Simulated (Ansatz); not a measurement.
# C₂H₅Te radical: up Jacob's ladder to CCSD(T)

One table from this session's results is given with a row withheld; the runs are named, their logs left out.

Program: Ansatz 0.2.0, Gaussian basis. Level of theory: functionals in def2-TZVPP, the program's frozen cores in correlated methods. These are calculated values, not measurements.

Levels to be run: LDA (SPW92), PBE-D4, revPBE-D4, BLYP-D4, r2SCAN-D4, B97M-V, PBE0-D4, B3LYP-D4, r2SCANh-D4, r2SCAN0-D4, HSE06-D4, BHLYP-D4, CAM-B3LYP-D4, LC-ωPBE, ωB97X-V, ωB97M-V, B2PLYP, PBE-QIDH; CCSD(T)/def2-SVP; CCSD(T)/def2-TZVPP; MP2/def2-QZVPP; extrapolation to the limit; RPA on PBE.

## The relaxed structure

The geometry comes from an earlier relaxation with PBE0-D4 in a triple-zeta def2 set; it is a stationary point, not always the lowest conformer. Te takes the def2 core potential; no spin-orbit term is included.

SMILES `CC[Te]`, 8 atoms, charge 0, spin multiplicity 2.

Atoms are counted from 1 here; the program's logs count them from 0.

Bond lengths: C1–C2 1.513 Å, C1–H4 1.095 Å, C1–H5 1.091 Å, C1–H6 1.091 Å, C2–Te3 2.148 Å, C2–H7 1.092 Å, C2–H8 1.092 Å. Angles: C2–C1–H4 110.4°, C2–C1–H5 111.4°, C2–C1–H6 111.4°, H4–C1–H5 108.0°, H4–C1–H6 108.0°, H5–C1–H6 107.5°, C1–C2–Te3 114.9°, C1–C2–H7 112.3°, C1–C2–H8 112.3°, Te3–C2–H7 105.0°, Te3–C2–H8 105.0°, H7–C2–H8 106.6°.

Set-up of the first run:

File in.yaml:

```yaml
crystal:
  periodic: [false, false, false]
  atoms:
    - {symbol: C, position_ang: [-0.496308, 0.584579, -0.302772]}
    - {symbol: C, position_ang: [0.279599, -0.626670, 0.165666]}
    - {symbol: Te, position_ang: [2.154286, -0.186479, 1.116988]}
    - {symbol: H, position_ang: [-1.435871, 0.277973, -0.775002]}
    - {symbol: H, position_ang: [0.072894, 1.164663, -1.031315]}
    - {symbol: H, position_ang: [-0.738669, 1.248277, 0.529109]}
    - {symbol: H, position_ang: [0.531749, -1.301420, -0.655556]}
    - {symbol: H, position_ang: [-0.275679, -1.218125, 0.897182]}
basis:
  gaussian: {orbitals: def2-TZVPP}
magnetization: {spin_polarized: true, initial_magnetization: 1}
hamiltonian: {xc: lda}
output: {orbitals: {seedname: orbitals}}
```

Among the steps run: LDA; PBE-D4 (GGA); revPBE-D4 (GGA); BLYP-D4 (GGA); r2SCAN-D4 (meta-GGA); B97M-V (meta-GGA); PBE0-D4 (hybrid); B3LYP-D4 (hybrid); r2SCANh-D4 (hybrid); r2SCAN0-D4 (hybrid); HSE06-D4 (hybrid); BHLYP-D4 (hybrid); CAM-B3LYP-D4 (range-separated); LC-ωPBE-D4 (range-separated; the results give it without D4); ωB97X-V (range-separated); ωB97M-V (range-separated); B2PLYP (double hybrid); PBE-QIDH (double hybrid).

One table of the session follows, with a row left open; its other results are not shown here.

It belongs to the step «Orbital energies across the functionals». 

| functional | HOMO (eV) | LUMO (eV) | gap (eV) |
| --- | --- | --- | --- |
| LDA (SPW92) | -4.99 | -5.04 | -0.06 |
| PBE-D4 | -4.84 | -4.63 | 0.20 |
| revPBE-D4 | -4.78 | -4.49 | 0.29 |
| BLYP-D4 | -4.70 | -4.65 | 0.06 |
| r2SCAN-D4 | -5.05 | -4.29 | 0.75 |
| B97M-V | -5.05 | -4.53 | 0.52 |
| PBE0-D4 | -5.86 | -3.67 | 2.19 |
| B3LYP-D4 | -5.67 | -4.05 | 1.62 |
| r2SCANh-D4 | -5.43 | -3.95 | 1.48 |
| r2SCAN0-D4 | -6.00 | -3.43 | 2.56 |
| HSE06-D4 | -5.46 | -4.04 | 1.42 |
| BHLYP-D4 | ? | ? | ? |
| CAM-B3LYP-D4 | -7.12 | -2.68 | 4.44 |
| LC-ωPBE | -8.42 | -1.27 | 7.15 |
| ωB97X-V | -8.12 | -1.71 | 6.40 |
| ωB97M-V | -7.96 | -1.75 | 6.21 |

**Question.** Estimate the row for BHLYP-D4.

Worked estimate for «HOMO (eV)». Against the share of exact exchange, BLYP-D4 (0, -4.70), B3LYP-D4 (0.2, -5.67) give a slope of -4.85 per unit share; at 0.5 the line stands at -7.12.

As computed: HOMO (eV): -6.75; LUMO (eV): -2.78; gap (eV): 3.97. In «HOMO (eV)» the line misses by -0.37.

Limits of these values: A negative gap means that an empty level lies below a filled one: whole occupations of an open shell aren't an aufbau state there.
